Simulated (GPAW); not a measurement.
# GaGe3 (Pm-3m) in GPAW: reference runs

Aim: a first look at GaGe3 with PBEsol, on the cell as given and on a disturbed one.

All numbers are computed with GPAW 26.7.0; they aren't measurements. Logs are shortened: lines on timing, memory, paths and dates and some standing lists are left out, and cuts for length are marked. The log counts tension as positive stress, the text compression.

## 1. Starting point

Symmetry: Pm-3m, No. 221, cubic system. The conventional cell has a = 4.278 Å, b = 4.278 Å, c = 4.278 Å, α = 90.00°, β = 90.00°, γ = 90.00°. Around Ge (site symmetry 4/mmm) lie 8 Ge at 3.03 Å and 4 Ga at 3.03 Å. Around Ga (site symmetry m-3m) lie 12 Ge at 3.03 Å.

The cell comes from a database or a generator and needn't be the stable form of this composition.

## 2. Single point, PBEsol

File run.py:

```python
from ase import Atoms
from ase.dft.bandgap import bandgap
from ase.io import write
from ase.units import Bohr, GPa
from gpaw import GPAW, PW, setup_paths
from gpaw.elf import elf_from_dft_calculation

setup_paths.insert(0, '.')

atoms = Atoms(['Ge', 'Ge', 'Ge', 'Ga'],
              cell=[[4.278466, 0.0, 0.0],
                    [0.0, 4.278466, 0.0],
                    [0.0, 0.0, 4.278466]],
              scaled_positions=[[0.5, 0.5, 0.0],
                                [0.5, 0.0, 0.5],
                                [0.0, 0.5, 0.5],
                                [0.0, 0.0, 0.0]],
              pbc=True)

calc = GPAW(mode=PW(600),
            xc='PBEsol',
            kpts={'size': (6, 6, 6), 'gamma': True},
            occupations={'name': 'fermi-dirac', 'width': 0.05},
            nbands=18,
            convergence={'density': 1e-05, 'energy': 1e-05},
            maxiter=150,
            txt='gpaw.txt')
atoms.calc = calc
energy = atoms.get_potential_energy()
forces = atoms.get_forces()
stress = atoms.get_stress()
calc.write('gs.gpw')
write('result.traj', atoms)
print(f'Energy: {energy:.6f} eV')
print('Forces (eV/A):')
print(forces.round(4))
print('Stress (GPa):', (stress / GPa).round(3))
print('Fermi level:', round(calc.get_fermi_level(), 4), 'eV')
print(f'Gap: {bandgap(calc)[0]:.4f} eV, direct: {bandgap(calc, direct=True)[0]:.4f} eV')

# fields on the real-space grid
write('density.cube', atoms, data=calc.get_pseudo_density() * Bohr**3)
write('potential.cube', atoms, data=calc.get_electrostatic_potential())
write('elf.cube', atoms, data=elf_from_dft_calculation(calc).data)
```

Potentials or basis: PAW data sets generated in the run's folder for this functional, pw.

Started as:

```console
$ gpaw-setup -f PBEsol Ga Ge
$ OMP_NUM_THREADS=1 python run.py
```

gpaw.txt:

```text
__  _  _
 | _ |_)|_||  |
 |__||  | ||/\| - 26.7.0

Input parameters:
  mode=PW(ecut=600.0),
  convergence={'density': 1e-05, 'energy': 1e-05},
  kpts=MonkhorstPack(size=(6, 6, 6), gamma=True),
  maxiter=150,
  nbands=18,
  occupations=Occupations(name='fermi-dirac', width=0.05),
  xc=XC(name='PBEsol')

Diagonalizing LCAO Hamiltonian
Converting LCAO to pw mode
    .----------.
   /|          |
  / |          |
 *  |          |
 | Ge          |
 |  .----------.
 | /   Gee    /
 |/          /
 Ga---------*

Atoms  # Å, Bohr magnetons
|   | symbol |        x |        y |        z |    initial magnetic moments |
|---|--------|----------|----------|----------|-----------------------------|
| 0 |     Ge | 2.139233 | 2.139233 | 0.000000 | ( 0.0000,  0.0000,  0.0000) |
| 1 |     Ge | 2.139233 | 0.000000 | 2.139233 | ( 0.0000,  0.0000,  0.0000) |
| 2 |     Ge | 0.000000 | 2.139233 | 2.139233 | ( 0.0000,  0.0000,  0.0000) |
| 3 |     Ga | 0.000000 | 0.000000 | 0.000000 | ( 0.0000,  0.0000,  0.0000) |

Unit cell  # Å
| periodic |        x |        y |        z |  lengths |    angles |
|----------|----------|----------|----------|----------|-----------|
|      yes | 4.278466 | 0.000000 | 0.000000 | 4.278466 | 90.000000 |
|      yes | 0.000000 | 4.278466 | 0.000000 | 4.278466 | 90.000000 |
|      yes | 0.000000 | 0.000000 | 4.278466 | 4.278466 | 90.000000 |

Number of symmetries: 48
Symmetry operations  # r_c * U_cc + t_c -> r_c
|    | kind |            matrix            |
|----|------|------------------------------|
|  0 |  E   |  1, 0, 0,  0, 1, 0,  0, 0, 1 |
|  1 |  σ   |  1, 0, 0,  0, 1, 0,  0, 0,-1 |
|  2 |  σ   |  1, 0, 0,  0, 0, 1,  0, 1, 0 |
|  3 |  C4  |  1, 0, 0,  0, 0, 1,  0,-1, 0 |
|  4 |  C4  |  1, 0, 0,  0, 0,-1,  0, 1, 0 |
|  5 |  σ   |  1, 0, 0,  0, 0,-1,  0,-1, 0 |
|  6 |  σ   |  1, 0, 0,  0,-1, 0,  0, 0, 1 |
|  7 |  C2  |  1, 0, 0,  0,-1, 0,  0, 0,-1 |
|  8 |  σ   |  0, 1, 0,  1, 0, 0,  0, 0, 1 |
|  9 |  C2  |  0, 1, 0,  1, 0, 0,  0, 0,-1 |
| 10 |  C3  |  0, 1, 0,  0, 0, 1,  1, 0, 0 |
| 11 |  S6  |  0, 1, 0,  0, 0, 1, -1, 0, 0 |
| 12 |  S6  |  0, 1, 0,  0, 0,-1,  1, 0, 0 |
| 13 |  C3  |  0, 1, 0,  0, 0,-1, -1, 0, 0 |
| 14 |  C4  |  0, 1, 0, -1, 0, 0,  0, 0, 1 |
| 15 |  S4  |  0, 1, 0, -1, 0, 0,  0, 0,-1 |
| 16 |  C3  |  0, 0, 1,  1, 0, 0,  0, 1, 0 |
| 17 |  S6  |  0, 0, 1,  1, 0, 0,  0,-1, 0 |
| 18 |  σ   |  0, 0, 1,  0, 1, 0,  1, 0, 0 |
| 19 |  C4  |  0, 0, 1,  0, 1, 0, -1, 0, 0 |
| 20 |  C2  |  0, 0, 1,  0,-1, 0,  1, 0, 0 |
| 21 |  S4  |  0, 0, 1,  0,-1, 0, -1, 0, 0 |
| 22 |  S6  |  0, 0, 1, -1, 0, 0,  0, 1, 0 |
| 23 |  C3  |  0, 0, 1, -1, 0, 0,  0,-1, 0 |
| 24 |  S6  |  0, 0,-1,  1, 0, 0,  0, 1, 0 |
| 25 |  C3  |  0, 0,-1,  1, 0, 0,  0,-1, 0 |
| 26 |  C4  |  0, 0,-1,  0, 1, 0,  1, 0, 0 |
| 27 |  σ   |  0, 0,-1,  0, 1, 0, -1, 0, 0 |
| 28 |  S4  |  0, 0,-1,  0,-1, 0,  1, 0, 0 |
| 29 |  C2  |  0, 0,-1,  0,-1, 0, -1, 0, 0 |
| 30 |  C3  |  0, 0,-1, -1, 0, 0,  0, 1, 0 |
| 31 |  S6  |  0, 0,-1, -1, 0, 0,  0,-1, 0 |
| 32 |  C4  |  0,-1, 0,  1, 0, 0,  0, 0, 1 |
| 33 |  S4  |  0,-1, 0,  1, 0, 0,  0, 0,-1 |
| 34 |  S6  |  0,-1, 0,  0, 0, 1,  1, 0, 0 |
| 35 |  C3  |  0,-1, 0,  0, 0, 1, -1, 0, 0 |
| 36 |  C3  |  0,-1, 0,  0, 0,-1,  1, 0, 0 |
| 37 |  S6  |  0,-1, 0,  0, 0,-1, -1, 0, 0 |
| 38 |  σ   |  0,-1, 0, -1, 0, 0,  0, 0, 1 |
| 39 |  C2  |  0,-1, 0, -1, 0, 0,  0, 0,-1 |
| 40 |  σ   | -1, 0, 0,  0, 1, 0,  0, 0, 1 |
| 41 |  C2  | -1, 0, 0,  0, 1, 0,  0, 0,-1 |
| 42 |  C2  | -1, 0, 0,  0, 0, 1,  0, 1, 0 |
| 43 |  S4  | -1, 0, 0,  0, 0, 1,  0,-1, 0 |
| 44 |  S4  | -1, 0, 0,  0, 0,-1,  0, 1, 0 |
| 45 |  C2  | -1, 0, 0,  0, 0,-1,  0,-1, 0 |
| 46 |  C2  | -1, 0, 0,  0,-1, 0,  0, 0, 1 |
| 47 |  i   | -1, 0, 0,  0,-1, 0,  0, 0,-1 |

BZ-sampling:
  Number of BZ points: 216
  Number of IBZ points: 20

  Monkhorst-Pack size: [6, 6, 6]
  Monkhorst-Pack shift: [0.08333333333333333, 0.08333333333333333, 0.08333333333333333]

K-points  # in reciprocal-cell coordinates
|     |                                coordinates |     weight |
|-----|--------------------------------------------|------------|
|   0 | (  0.00000000,   0.00000000,   0.00000000) | 0.00462963 |
|   1 | (  0.16666667,   0.00000000,   0.00000000) | 0.02777778 |
|   2 | (  0.16666667,   0.16666667,   0.00000000) | 0.05555556 |
|   3 | (  0.16666667,   0.16666667,   0.16666667) | 0.03703704 |
|   4 | (  0.33333333,   0.00000000,   0.00000000) | 0.02777778 |
|   5 | (  0.33333333,   0.16666667,   0.00000000) | 0.11111111 |
|   6 | (  0.33333333,   0.16666667,   0.16666667) | 0.11111111 |
|   7 | (  0.33333333,   0.33333333,   0.00000000) | 0.05555556 |
|   8 | (  0.33333333,   0.33333333,   0.16666667) | 0.11111111 |
|   9 | (  0.33333333,   0.33333333,   0.33333333) | 0.03703704 |
| ... |                                            |            |
|  19 | (  0.50000000,   0.50000000,   0.50000000) | 0.00462963 |

Plane wave coefficients: 2632
Cutoff: 600.0 eV

Spin-components: 1 (collinear spins)
Bands:           18
Projectors:      20
Spin-degeneracy: 2
Datatype:        complex128

Parallelization:
  kpt:    1
  domain: 1
  band:   1

Density:
  Valence electrons: 15.0
  Components: 1
  Grid points: [25 25 25]
  Charge: 0.0  # |e|

Potential:
  Grid points: [25 25 25]

species:
  Ge:
    name:    Germanium
    Z:       32.0
    valence: 4
    core:    28
    charge:  0.0  # [|e|]
    compensation charges:
      type: gauss
      rc: 0.32  # [Å]
      lmax: 2
    cutoffs:
      filter: 1.77  # [Å]
      core: 3.42  # [Å]
    projectors
    | kind |    occ | energy [eV] | rcut [Å] |
    |------|--------|-------------|----------|
    |   4s |  2.000 |     -11.738 |    1.005 |
    |   4p |  2.000 |      -3.898 |    1.005 |
    |    s |        |      15.473 |    1.005 |
    |    p |        |      23.314 |    1.005 |
    |    d |        |       0.000 |    1.005 |

    Using partial waves for Ge as LCAO basis

  Ga:
    name:    Gallium
    Z:       31.0
    valence: 3
    core:    28
    charge:  0.0  # [|e|]
    compensation charges:
      type: gauss
      rc: 0.37  # [Å]
      lmax: 2
    cutoffs:
      filter: 2.06  # [Å]
      core: 4.17  # [Å]
    projectors
    | kind |    occ | energy [eV] | rcut [Å] |
    |------|--------|-------------|----------|
    |   4s |  2.000 |      -8.959 |    1.164 |
    |   4p |  1.000 |      -2.572 |    1.164 |
    |    s |        |      18.252 |    1.164 |
    |    p |        |      24.640 |    1.164 |
    |    d |        |       0.000 |    1.164 |

    Using partial waves for Ga as LCAO basis

Reference energy: -224011.715208  # eV

eigensolver:
  PPCG
  Converge bands: occupied
  niter=2

density mixing:
  MSR1-Mixer
  Pratt-step length: 0.05
  Maximum mixing coefficient: 0.75
  Old densities: 10
  SVD Regularization: 0.005
  Good broyden scale: 1.0
  Trust region scale: 1.0
  Backstep threshold: 4.0
  History deletion threshold: 6.0
  Fourier metric: weight=20.0, sigma=0.015

occupation numbers:
  Fermi-Dirac:
    width: 0.0500  # eV

poisson solver:
  ecut: 4800.0  # eV

xc functional:
  name: PBEsol with 2 nearest neighbor stencil

convergence criteria:
- Maximum integral of absolute [dens]ity change: 1e-05 electrons / valence electron
- Maximum [total energy] change in last 3 cyles: 1e-05 eV / valence electron
- Maximum integral of absolute [eigenst]ate change: 4e-08 eV^2 / valence electron
maximum number of iterations: 150

SCF iterations
|iter     | |      energy | eigst |  dens |
|---------|-|-------------|-------|-------|
|iter:   1| |  -17.281036 | -0.66 |       |
|iter:   2| |  -17.275675 | -2.95 | -1.23 |
|iter:   3| |  -17.223711 | -3.38 | -1.25 |
|iter:   4| |  -17.220387 | -4.28 | -1.87 |
|iter:   5| |  -17.220323 | -5.65 | -2.98 |
|iter:   6| |  -17.220330c| -6.54 | -3.34 |
|iter:   7| |  -17.220329c| -8.18c| -4.27 |
|iter:   8| |  -17.220329c| -8.74c| -4.77 |
|iter:   9| |  -17.220329c| -9.34c| -5.39c|

Converged in 9 steps
Energy contributions relative to reference atoms: (reference = -224011.715208)

Energy contributions:
  Kinetic:          22.272502
  Coulomb:         -20.276626
  Zero:             -0.014692
  External:          0.000000
  Xc:              -19.190141
  Entropy:          -0.022745
  Spinorbit:         0.000000
  ----------------------------
  Free energy:     -17.231701
  Extrapolated:    -17.220329

dipole moment: (-25.090072, -25.090072, -25.090072)  # |e|*Ang

Fermi level: 7.003
Eigenvalues  # (at kpt = [0.000, 0.000, 0.000])
| band index |      eig [eV] | occ [0-2] |
|------------|---------------|-----------|
|          0 |        -5.485 |     2.000 |
|          1 |         1.416 |     2.000 |
|          2 |         1.416 |     2.000 |
|          3 |         3.224 |     2.000 |
|          4 |         3.224 |     2.000 |
|          5 |         3.224 |     2.000 |
|          6 |         3.677 |     2.000 |
|          7 |         9.616 |     0.000 |
|          8 |         9.616 |     0.000 |
|          9 |         9.616 |     0.000 |
|         10 |        10.549 |     0.000 |
|         11 |        10.549 |     0.000 |
|         12 |        10.549 |     0.000 |
|         13 |        13.613 |     0.000 |
|         14 |        13.613 |     0.000 |
|        ... |               |           |
|         17 |        13.981 |     0.000 |

No gap
No difference between direct/indirect transitions

Forces  # eV/Ang
|        x |        y |        z |
|----------|----------|----------|
| -0.00000 | -0.00000 | -0.00000 |  # Ge   0
|  0.00000 | -0.00000 | -0.00000 |  # Ge   1
| -0.00000 |  0.00000 |  0.00000 |  # Ge   2
|  0.00000 |  0.00000 |  0.00000 |  # Ga   3

Stress tensor  # eV/Ang^3
|        x |        y |        z |
|----------|----------|----------|
| 0.023064 | 0.000000 | 0.000000 |
| 0.000000 | 0.023064 | 0.000000 |
| 0.000000 | 0.000000 | 0.023064 |

# Writing to gs.gpw (mode='')
```

It took 18 s on 1 thread of Arm Neoverse V1, shared host; peak memory 0.17 GiB.

What came out:

```yaml
Free_energy: -17.2317 eV
Pressure: -3.7 GPa
Band_gap_on_the_k_mesh: none (metal or under the smearing width)
```

## 3. Single point, PBEsol (atoms moved at random, drawn with an rms of 0.05 Å)

Changes to run.py since step 2:

```diff
@@ -3,5 +3,4 @@
 from ase.io import write
-from ase.units import Bohr, GPa
+from ase.units import GPa
 from gpaw import GPAW, PW, setup_paths
-from gpaw.elf import elf_from_dft_calculation
 
@@ -13,6 +12,6 @@
                     [0.0, 0.0, 4.278466]],
-              scaled_positions=[[0.5, 0.5, 0.0],
-                                [0.5, 0.0, 0.5],
-                                [0.0, 0.5, 0.5],
-                                [0.0, 0.0, 0.0]],
+              scaled_positions=[[0.500601, 0.499368, -0.007984],
+                                [0.515089, -0.006883, 0.494661],
+                                [0.012448, 0.492653, 0.499967],
+                                [0.003679, 0.006519, 0.005903]],
               pbc=True)
@@ -39,6 +38 @@
 print(f'Gap: {bandgap(calc)[0]:.4f} eV, direct: {bandgap(calc, direct=True)[0]:.4f} eV')
-
-# fields on the real-space grid
-write('density.cube', atoms, data=calc.get_pseudo_density() * Bohr**3)
-write('potential.cube', atoms, data=calc.get_electrostatic_potential())
-write('elf.cube', atoms, data=elf_from_dft_calculation(calc).data)
```

Potentials or basis: PAW data sets generated in the run's folder for this functional, pw.

Started as:

```console
$ gpaw-setup -f PBEsol Ga Ge
$ OMP_NUM_THREADS=1 python run.py
```

Wall time 70 s (1 thread of Arm Neoverse V1, shared host); peak memory 0.29 GiB.

The run converged. Its results:

```yaml
Free_energy: -17.2324 eV
Pressure: -3.7 GPa
Largest_force: 0.113 eV/Å
Band_gap_on_the_k_mesh: none (metal or under the smearing width)
```

Forces in eV/Å, atoms in the order of the input:
```
Ge  -0.072  0.081 -0.033
Ge   0.041 -0.041  0.017
Ge   0.018  0.027  0.060
Ga   0.013 -0.067 -0.044
```

Stress tensor (GPa, compression positive):
```
-3.69  0.02 -0.03
 0.02 -3.75  0.01
-0.03  0.01 -3.65
```

Levels at points of the mesh, in eV from the Fermi level:
| k point | band 4 | band 5 | band 6 | band 7 | band 8 | band 9 | band 10 | band 11 | band 12 | band 13 |
| --- | --- | --- | --- | --- | --- | --- | --- | --- | --- | --- |
| (0.00, 0.00, 0.00) | -3.82 | -3.77 | -3.76 | -3.27 | 2.61 | 2.62 | 2.62 | 3.54 | 3.55 | 3.56 |
| (0.00, 0.00, 0.50) | -3.31 | -1.95 | -1.93 | -1.35 | -1.31 | -0.02 | 0.22 | 4.39 | 4.48 | 4.67 |
| (0.00, 0.50, 0.00) | -3.30 | -1.94 | -1.93 | -1.33 | -1.31 | -0.05 | 0.20 | 4.40 | 4.54 | 4.68 |
| (0.00, 0.50, 0.50) | -7.13 | -0.73 | -0.19 | -0.18 | 0.01 | 0.22 | 0.28 | 0.70 | 1.61 | 6.18 |
| (0.50, 0.00, 0.00) | -3.31 | -1.94 | -1.93 | -1.34 | -1.32 | -0.05 | 0.21 | 4.40 | 4.54 | 4.68 |
| (0.50, 0.00, 0.50) | -7.13 | -0.73 | -0.18 | -0.17 | 0.04 | 0.23 | 0.24 | 0.68 | 1.61 | 6.18 |
| (0.50, 0.50, 0.00) | -7.12 | -0.74 | -0.17 | -0.17 | -0.03 | 0.23 | 0.29 | 0.69 | 1.63 | 6.17 |
| (0.50, 0.50, 0.50) | -5.36 | -5.28 | -4.88 | -4.88 | -4.81 | 6.62 | 6.63 | 6.69 | 6.69 | 6.70 |
